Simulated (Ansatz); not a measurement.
**BFH₆Si₂: basis-set convergence**

How large a basis does BFH₆Si₂ need? Two functionals are run in growing sets.

The runs use Ansatz 0.2.0, Gaussian basis; one geometry, several basis sets.

Plan: PBE0-D4/def2-SVP; ωB97M-V/def2-SVP; PBE0-D4/def2-QZVPP; ωB97M-V/def2-QZVPP; the functionals' def2-TZVPP values are taken from earlier runs.

### Step 1. The geometry

All runs share one geometry, relaxed beforehand with PBE0-D4 in a triple-zeta def2 set.

SMILES `F[SiH2]B[SiH3]`, 10 atoms, charge 0, spin multiplicity 1.

Atoms are counted from 1 here; the program's logs count them from 0.

Bond lengths: F1–Si2 1.608 Å, Si2–B3 1.996 Å, Si2–H5 1.489 Å, Si2–H6 1.490 Å, B3–Si4 2.004 Å, B3–H7 1.199 Å, Si4–H8 1.496 Å, Si4–H9 1.487 Å, Si4–H10 1.488 Å. Angles: F1–Si2–B3 113.1°, F1–Si2–H5 107.1°, F1–Si2–H6 107.3°, B3–Si2–H5 110.6°, B3–Si2–H6 109.7°, H5–Si2–H6 108.9°, Si2–B3–Si4 125.2°, Si2–B3–H7 115.5°, Si4–B3–H7 119.2°, B3–Si4–H8 103.6°, B3–Si4–H9 113.4°, B3–Si4–H10 114.2°, H8–Si4–H9 108.0°, H8–Si4–H10 108.1°, H9–Si4–H10 109.1°.

Geometry (Å):

```xyz
10

F    -2.1824    0.9651    0.1160
Si   -0.8848    1.3176   -0.7650
B     0.6791    0.1466   -0.3575
Si    0.6778   -1.3647    0.9580
H    -1.2787    1.1885   -2.1955
H    -0.5341    2.7390   -0.4865
H     1.6616    0.3508   -1.0133
H     0.1551   -2.5213    0.1664
H    -0.2370   -1.1458    2.1092
H     2.0266   -1.7269    1.4709
```

### Step 2. PBE0-D4 in def2-SVP

in.yaml

```yaml
crystal:
  periodic: [false, false, false]
  atoms:
    - {symbol: F, position_ang: [-2.182444, 0.965114, 0.116026]}
    - {symbol: Si, position_ang: [-0.884795, 1.317559, -0.764959]}
    - {symbol: B, position_ang: [0.679092, 0.146649, -0.357465]}
    - {symbol: Si, position_ang: [0.677797, -1.364731, 0.958035]}
    - {symbol: H, position_ang: [-1.278725, 1.188464, -2.195451]}
    - {symbol: H, position_ang: [-0.534081, 2.739025, -0.486548]}
    - {symbol: H, position_ang: [1.661601, 0.350798, -1.013311]}
    - {symbol: H, position_ang: [0.155072, -2.521329, 0.166383]}
    - {symbol: H, position_ang: [-0.236999, -1.145842, 2.109197]}
    - {symbol: H, position_ang: [2.026583, -1.726907, 1.470893]}
basis:
  gaussian: {orbitals: def2-SVP}
hamiltonian: {xc: pbe0, dispersion: d4}
output: {orbitals: {seedname: orbitals}}
```

Command:

```
ansatz run in.yaml --threads 2 --pin off --events-out ev --progress --plain --max-ram 4352MiB
```

The runs that follow: ωB97M-V in def2-SVP; PBE0-D4 in def2-QZVPP; ωB97M-V in def2-QZVPP.

Q: Predict the results of all the runs planned. Wanted: PBE0-D4: double and triple zeta above quadruple; ωB97M-V: double and triple zeta above quadruple.

**Answer**, as computed:

| quantity | value |
| --- | --- |
| PBE0-D4: double and triple zeta above quadruple | 10.61, 0.74 eV |
| ωB97M-V: double and triple zeta above quadruple | 10.75, 0.69 eV |

**Reading.** For PBE0-D4 the step from double to triple zeta gains 9.87 eV and the next only 0.74 eV. These are total energies; as a rule much of such shifts cancels in differences, which this series doesn't test.
